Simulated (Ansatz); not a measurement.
# ScTaO2: the cost of one run

Program: Ansatz 0.2.0. Level of theory: DFT PBE, scalar-relativistic, plane waves, PAW. These are calculated values, not measurements.

### Step 1. The system as given

It takes space group P6/mmm (No. 191, hexagonal). Conventional cell: a = 4.307 Å, b = 4.307 Å, c = 7.124 Å, α = 90.00°, β = 90.00°, γ = 120.00°. Around Sc (site symmetry -6m2) lie 2 O at 1.95 Å. Ta (site symmetry 6/mmm) is surrounded by 12 O at 2.97 Å. Around Ta (site symmetry 6/mmm) lie 6 Sc at 2.49 Å. Around O (site symmetry 3m) lie 1 Sc at 1.95 Å.

Coordinates:

```
Sc Ta O
1.0
     4.30724    0.00000    0.00000
    -2.15362    3.73018    0.00000
     0.00000    0.00000    7.12351
Sc Ta O
2 2 4
Direct
  0.33333 0.66667 0.50000
  0.66667 0.33333 0.50000
  0.00000 0.00000 0.00000
  0.00000 0.00000 0.50000
  0.33333 0.66667 0.77309
  0.66667 0.33333 0.77309
  0.66667 0.33333 0.22691
  0.33333 0.66667 0.22691
```

A structure generator made this guess: random cell by space group and Wyckoff sites (P6/mmm, No. 191). The dimensions are guesses.

### Step 2. The guess as it stands, on a coarse mesh

input.yaml

```yaml
crystal:
  lattice:
    - [4.30723601, 0.0, 0.0]
    - [-2.153618, 3.7301758, 0.0]
    - [0.0, 0.0, 7.12351275]
  atoms:
    - { symbol: Sc, position: [0.33333333, 0.66666667, 0.5] }
    - { symbol: Sc, position: [0.66666667, 0.33333333, 0.5] }
    - { symbol: Ta, position: [0.0, 0.0, 0.0] }
    - { symbol: Ta, position: [0.0, 0.0, 0.5] }
    - { symbol: O, position: [0.33333333, 0.66666667, 0.77308755] }
    - { symbol: O, position: [0.66666667, 0.33333333, 0.77308755] }
    - { symbol: O, position: [0.66666667, 0.33333333, 0.22691245] }
    - { symbol: O, position: [0.33333333, 0.66666667, 0.22691245] }
basis:
  ecutwfc: 420
kpoints:
  mp_grid: { grid: [6, 6, 4] }
hamiltonian:
  xc: pbe
scf:
  occupations: { method: gaussian, width: 0.1 }
  lower_state_search: "off"
output:
  forces: true
  stress: true
  eigenvalues: true
```

Started as:

```sh
> ansatz run input.yaml --threads 1 --pin off --max-ram 2560MiB --backend cpu --events-out ev --progress --plain --runs-dir out
```

Q: Estimate wall time and peak memory on 1 thread of Arm Neoverse V2, shared host.

About 5.6 s, with a peak of 0.4 GiB.
